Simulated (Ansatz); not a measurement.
# CH2OSe: the cost of one run

Computed with Ansatz 0.2.0, Gaussian basis. Level: revPBE-D4/def2-SVP.

1 further run of the same task is left out (it didn't finish).

## 1. Where the work starts

SMILES `C1O[Se]1`, 5 atoms, charge 0, spin multiplicity 1.

Atoms are counted from 1 here; the program's logs count them from 0.

Bond lengths: C1–O2 1.363 Å, C1–Se3 1.897 Å, C1–H4 1.089 Å, C1–H5 1.089 Å, O2–Se3 1.838 Å. Angles: O2–C1–Se3 66.3°, O2–C1–H4 116.6°, O2–C1–H5 116.6°, Se3–C1–H4 116.9°, Se3–C1–H5 116.8°, H4–C1–H5 115.0°, C1–O2–Se3 70.9°, C1–Se3–O2 42.8°.

As a file:

```xyz
5
charge 0, multiplicity 1
C     0.0507    0.2830   -0.1339
O    -0.8976   -0.2753    0.6711
Se    0.3917   -1.5321    0.3000
H    -0.2450    0.4965   -1.1597
H     0.7003    1.0279    0.3225
```

## 2. The run

md/in.yaml reads:

```yaml
crystal:
  periodic: [false, false, false]
  atoms:
    - {symbol: C, position_ang: [0.050660, 0.283030, -0.133890]}
    - {symbol: O, position_ang: [-0.897640, -0.275300, 0.671080]}
    - {symbol: Se, position_ang: [0.391680, -1.532080, 0.299990]}
    - {symbol: H, position_ang: [-0.245030, 0.496470, -1.159670]}
    - {symbol: H, position_ang: [0.700330, 1.027870, 0.322490]}
basis:
  gaussian: {orbitals: def2-SVP}
hamiltonian: {xc: {name: revPBE}, dispersion: d4}
md: {n_steps: 30, timestep: 0.25, temperature: 500, ensemble: nve, seed: 484, initial_velocities: maxwell_boltzmann}
```

On the command line:

```
$ ansatz run in.yaml --threads 2 --pin off --events-out ev --progress --plain --max-ram 3481MiB
```

**Question.** How long does this run take on 2 threads of Intel Xeon at 2.50GHz, shared host, and how much memory does it need?

About 50 s, with a peak of 0.13 GiB.
